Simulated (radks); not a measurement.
**Valence configurations of Cd⁺**

The task here is to estimate one member of a computed series from the others.

Program: radks (a radial shooting solver on a logarithmic mesh, Libxc functionals) version 1. Level of theory: non-relativistic Kohn-Sham, LDA (Slater exchange, Perdew-Wang correlation), spin-unpolarised, spherical densities, point nucleus. These are calculated values, not measurements, unless marked.

### Starting point

```
element       : cadmium (Z = 48)
charge        : +1
electrons     : 47
configuration : [Kr] 4d10 5s1
others tried  : 4d9 5s2; 4d9.5 5s1.5; 4d9 5s1 5p1; 4d10 5p1; 4d10 5s0.5 5p0.5; 4d8 5s1 5p2; 4d8 5p3; 4d6 5s1 5p4; 4d7 5s1 5p3
```

The outer shells:

Cd⁺
```
[Kr] core
4d [↑↓][↑↓][↑↓][↑↓][↑↓]
5s [↑ ]
```

Set-up of the first run:

Settings of this run:

```text
Z 48
configuration [Kr] 4d10 5s1
relativity non-relativistic
functional lda,pw
spin unpolarised
nucleus point
```

Among the steps run: [Kr] 4d10 5s1.

One of the session's tables, all rows but one given; the rest of the session is left out.

It belongs to the step «[Kr] 4d10 5s1». Sizes of the orbitals, from the radial functions (bohr):

```
level     <r>  outermost maximum (interpolated)  90 % within  nodes
   2p  0.1173                            0.0913        0.190      0
   3s  0.3719                             0.336        0.546      2
   3p  0.3633                             0.323        0.546      1
   3d       ?                                 ?            ?      ?
   4s  0.9097                             0.821         1.32      3
   4p  0.9734                             0.856         1.44      2
   4d   1.262                             0.974         2.01      1
   5s   2.727                              2.32         4.03      4
```

**Question.** Estimate the row for 3d.

**Answer.** <r>: 0.3349; outermost maximum (interpolated): 0.266; 90 % within: 0.529; nodes: 0. In the column «<r>» it lies between 2p (0.1173) and 3p (0.3633).

Limits of these values: Relativity is left out, which favours d and f over s occupation in heavy atoms.
